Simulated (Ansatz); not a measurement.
# CClGe: the cost of one run

The runs use Ansatz 0.2.0, Gaussian basis; UKS PBE0/def2-TZVP.

### Step 1. Starting geometry

3 atoms, charge 0, spin multiplicity 2.

Atoms are counted from 1 here; the program's logs count them from 0.

Bond lengths: Cl1–C2 1.648 Å, C2–Ge3 1.772 Å. Angles: Cl1–C2–Ge3 180.0°.

The start was built by rule and, where that kept it together, relaxed with GFN2-xTB. Sticks and bond lists go by distance. No spin-orbit coupling is included. 

### Step 2. Relaxation

File in.yaml:

```yaml
crystal:
  periodic: [false, false, false]
  atoms:
    - {symbol: Cl, position_ang: [0.000000, 0.000000, -1.689286]}
    - {symbol: C, position_ang: [0.000000, 0.000000, -0.041178]}
    - {symbol: Ge, position_ang: [0.000000, 0.000000, 1.730464]}
basis:
  gaussian: {orbitals: def2-TZVP}
magnetization: {spin_polarized: true, initial_magnetization: 1}
hamiltonian: {xc: pbe0}
relax: {f_tol: 0.004, max_steps: 80}
```

Command:

```bash
> ansatz run in.yaml --threads 1 --pin off --events-out ev --progress --plain --max-ram 2176MiB
```

What time and memory should one allow on 1 thread of Arm Neoverse N1, shared host?

About 55 s, with a peak of 0.28 GiB.
